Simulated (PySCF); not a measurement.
# GeH₂F₂: a look at the electrons

For GeH₂F₂, the scripts below analyse its density (charges, bond critical points, surface potential), see where an electron leaves and enters and measure its response to a uniform field.

The runs use PySCF 2.14.0; levels as typed in each script, gas phase, geometry from GFN2-xTB.

## (1) The starting structure

SMILES `F[GeH2]F`, 5 atoms, charge 0, spin multiplicity 1.

Bond lengths: F1–Ge2 1.721 Å, Ge2–F3 1.721 Å, Ge2–H4 1.490 Å, Ge2–H5 1.490 Å. Angles: F1–Ge2–F3 102.0°, F1–Ge2–H4 106.7°, F1–Ge2–H5 106.6°, F3–Ge2–H4 106.7°, F3–Ge2–H5 106.7°, H4–Ge2–H5 125.7°.

As a file:

```mol
F2GeH2
  3D, bonds by distance, orders not assigned

  5  4  0  0  0  0  0  0  0  0999 V2000
    1.3376    0.7338    0.0001 F   0  0
   -0.0001   -0.3485    0.0000 Ge  0  0
   -1.3374    0.7340   -0.0001 F   0  0
   -0.0008   -1.0282    1.3261 H   0  0
    0.0008   -1.0282   -1.3261 H   0  0
  1  2  8  0
  2  3  8  0
  2  4  8  0
  2  5  8  0
M  END
```

## (2) Density, bond paths and surface potential (PBE0/def2-tzvp)

input.py reads:

```python
import numpy as np
from pyscf import gto, scf, dft
from pyscf.scf import atom_ks, atom_hf
from scipy.linalg import block_diag

def solve(mol, dm0=None, hcore=None):
    mf = (dft.UKS if mol.spin else dft.RKS)(mol, xc='pbe0')
    mf.grids.level = 3
    mf = mf.density_fit(auxbasis='def2-universal-jkfit')
    mf.conv_tol, mf.max_cycle = 1e-8, 80
    if hcore is not None:
        mf.get_hcore = lambda *args: hcore
    mf.kernel(dm0)
    if not mf.converged:
        mf = mf.newton().run(mf.mo_coeff, mf.mo_occ, max_cycle=30)
    assert mf.converged, 'SCF not converged'
    return mf

mol = gto.M(atom='''
F      1.33756     0.73380     0.00009
Ge    -0.00006    -0.34854     0.00000
F     -1.33736     0.73396    -0.00009
H     -0.00081    -1.02819     1.32609
H      0.00080    -1.02819    -1.32609
''', basis='def2-tzvp', charge=0, spin=0, verbose=4)
mf = solve(mol)
mf.analyze()
# spherically averaged free atoms, for the promolecule
atm = atom_ks.get_atm_nrks(mol, xc='pbe0')
pro = block_diag(*[(atm[a[0]][2] * atm[a[0]][3]) @ atm[a[0]][2].T for a in mol._atom])
np.savez('result.npz', e=mf.e_tot, c=mf.mo_coeff, occ=mf.mo_occ, eps=mf.mo_energy, pro=pro, dip=mf.dip_moment(verbose=0), s2=mf.spin_square()[0])
```

Run with:

```
> OMP_NUM_THREADS=1 python input.py
```

## (4) Removing and adding an electron (PBE0/def2-tzvp)

input.py: that of step 2 with these lines changed.

```diff
@@ -26,3 +26,12 @@
 mf = solve(mol)
-mf.analyze()
+out = dict(e0=mf.e_tot, dm0=mf.make_rdm1(), c=mf.mo_coeff, occ=mf.mo_occ, eps=mf.mo_energy)
+for name, dq, spin in [('cation', 1, 1)]:
+    ion = mol.copy().set(charge=mol.charge + dq, spin=spin).build()
+    mi = solve(ion)
+    if spin and dq > 0 and mol.nao < 130:
+        c, _, stable, _ = mi.stability(return_status=True)
+        if not stable:
+            mi = solve(ion, mi.make_rdm1(c, mi.mo_occ))
+    print(name, 'vertical energy change / eV', (mi.e_tot - mf.e_tot) * 27.211386)
+    out.update({'e_' + name: mi.e_tot, 'dm_' + name: mi.make_rdm1(), 's2_' + name: mi.spin_square()[0], 'eps_' + name: mi.mo_energy, 'occ_' + name: mi.mo_occ})
 # spherically averaged free atoms, for the promolecule
@@ -30,2 +39,2 @@
 pro = block_diag(*[(atm[a[0]][2] * atm[a[0]][3]) @ atm[a[0]][2].T for a in mol._atom])
-np.savez('result.npz', e=mf.e_tot, c=mf.mo_coeff, occ=mf.mo_occ, eps=mf.mo_energy, pro=pro, dip=mf.dip_moment(verbose=0), s2=mf.spin_square()[0])
+np.savez('result.npz', pro=pro, **out)
```

## (6) Response to an electric field (PBE0/def2-tzvp)

input.py reads:

```python
import numpy as np
from pyscf import gto, scf, dft
from pyscf.scf import atom_ks, atom_hf
from scipy.linalg import block_diag

def solve(mol, dm0=None, hcore=None):
    mf = (dft.UKS if mol.spin else dft.RKS)(mol, xc='pbe0')
    mf.grids.level = 3
    mf = mf.density_fit(auxbasis='def2-universal-jkfit')
    mf.conv_tol, mf.max_cycle = 1e-8, 80
    if hcore is not None:
        mf.get_hcore = lambda *args: hcore
    mf.kernel(dm0)
    if not mf.converged:
        mf = mf.newton().run(mf.mo_coeff, mf.mo_occ, max_cycle=30)
    assert mf.converged, 'SCF not converged'
    return mf

mol = gto.M(atom='''
F      1.33756     0.73380     0.00009
Ge    -0.00006    -0.34854     0.00000
F     -1.33736     0.73396    -0.00009
H     -0.00081    -1.02819     1.32609
H      0.00080    -1.02819    -1.32609
''', basis='def2-tzvp', charge=0, spin=0, verbose=4)
field = np.array([0.004, 0.0, 0.0])  # atomic units
mol.set_common_orig(mol.atom_charges() @ mol.atom_coords() / mol.atom_charges().sum())
mf = solve(mol)
out = dict(dm0=mf.make_rdm1(), d0=mf.dip_moment(unit='AU'), e0=mf.e_tot)
for name, sign in (('p', 1), ('m', -1)):
    h = mf.get_hcore() + sign * np.einsum('x,xij->ij', field, mol.intor('int1e_r'))
    mi = solve(mol, mf.make_rdm1(), h)
    out.update({'dm' + name: mi.make_rdm1(), 'd' + name: mi.dip_moment(unit='AU'), 'e' + name: mi.e_tot})
# spherically averaged free atoms, for the promolecule
atm = atom_ks.get_atm_nrks(mol, xc='pbe0')
pro = block_diag(*[(atm[a[0]][2] * atm[a[0]][3]) @ atm[a[0]][2].T for a in mol._atom])
np.savez('result.npz', pro=pro, **out)
```

(Steps that only read results are left out.)

**Question.** What will these runs give? Wanted: dipole moment; HOMO, LUMO; vertical ionisation energy; polarisability along the field.

As calculated:

| quantity | value |
| --- | --- |
| dipole moment (PBE0/def2-tzvp) | 2.91 D |
| HOMO, LUMO (PBE0/def2-tzvp) | -10.16, -0.11 eV |
| vertical ionisation energy (PBE0/def2-tzvp) | 12.73 eV |
| polarisability along the field (PBE0/def2-tzvp) | 25.5 bohr³ |

In words: At PBE0/def2-tzvp: The highest Hirshfeld charge is on Ge2 (+0.56 e), the lowest on F1 and F3 (−0.24 e). The ionisation energy from two SCF runs, 12.73 eV, lies 2.6 eV above −ε(HOMO) = 10.16 eV of the same level, PBE0/def2-tzvp, since self-interaction lifts this functional's HOMO. All values hold at the given geometry, in the gas phase.
